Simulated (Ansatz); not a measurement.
**BrF2H3Si2: how energies converge with the basis set**

The task here is to estimate one member of a computed series from the others.

The runs use Ansatz 0.2.0, Gaussian basis; one geometry, several basis sets.

Plan: PBE0-D4/def2-SVP; ωB97M-V/def2-SVP; PBE0-D4/def2-QZVPP; ωB97M-V/def2-QZVPP; the functionals' def2-TZVPP values are taken from earlier runs.

**The relaxed structure**

The geometry comes from an earlier relaxation with PBE0-D4 in a triple-zeta def2 set; it is a stationary point, not always the lowest conformer.

SMILES `F[Si](F)([SiH3])Br`, 8 atoms, charge 0, spin multiplicity 1.

Atoms are counted from 1 here; the program's logs count them from 0.

Bond lengths: F1–Si2 1.586 Å, Si2–F3 1.586 Å, Si2–Si4 2.332 Å, Si2–Br5 2.201 Å, Si4–H6 1.484 Å, Si4–H7 1.485 Å, Si4–H8 1.484 Å. Angles: F1–Si2–F3 106.3°, F1–Si2–Si4 111.5°, F1–Si2–Br5 107.8°, F3–Si2–Si4 111.5°, F3–Si2–Br5 107.8°, Si4–Si2–Br5 111.8°, Si2–Si4–H6 108.1°, Si2–Si4–H7 109.6°, Si2–Si4–H8 108.1°, H6–Si4–H7 110.3°, H6–Si4–H8 110.3°, H7–Si4–H8 110.3°.

Set-up of the first run:

in.yaml

```yaml
crystal:
  periodic: [false, false, false]
  atoms:
    - {symbol: F, position_ang: [1.687288, -0.332369, 1.471621]}
    - {symbol: Si, position_ang: [1.104925, -0.109867, 0.013420]}
    - {symbol: F, position_ang: [1.638601, -1.314994, -0.868544]}
    - {symbol: Si, position_ang: [-1.225469, -0.029326, 0.028052]}
    - {symbol: Br, position_ang: [1.981996, 1.745040, -0.783709]}
    - {symbol: H, position_ang: [-1.641745, 1.112752, 0.878684]}
    - {symbol: H, position_ang: [-1.765111, -1.301425, 0.571524]}
    - {symbol: H, position_ang: [-1.688285, 0.173087, -1.366949]}
basis:
  gaussian: {orbitals: def2-SVP}
hamiltonian: {xc: pbe0, dispersion: d4}
output: {orbitals: {seedname: orbitals}}
```

Run with:

```bash
> ansatz run in.yaml --threads 4 --pin off --events-out ev --progress --plain --max-ram 10444MiB
```

Among the steps run: PBE0-D4 in def2-SVP; ωB97M-V in def2-SVP; PBE0-D4 in def2-QZVPP; ωB97M-V in def2-QZVPP.

One of the session's tables, all rows but one given; the rest of the session is left out.

It belongs to the step «Density functionals: the series». 

```
functional       basis  HOMO (eV)
   PBE0-D4    def2-SVP      -8.68
   PBE0-D4  def2-TZVPP          ?
   PBE0-D4  def2-QZVPP      -8.74
   ωB97M-V    def2-SVP     -10.72
   ωB97M-V  def2-TZVPP     -10.79
   ωB97M-V  def2-QZVPP     -10.81
```

Q: Estimate the row for PBE0-D4, def2-TZVPP from the others.

As computed: HOMO (eV): -8.73. In the column «HOMO (eV)» it lies between PBE0-D4, def2-QZVPP (-8.74) and PBE0-D4, def2-SVP (-8.68).
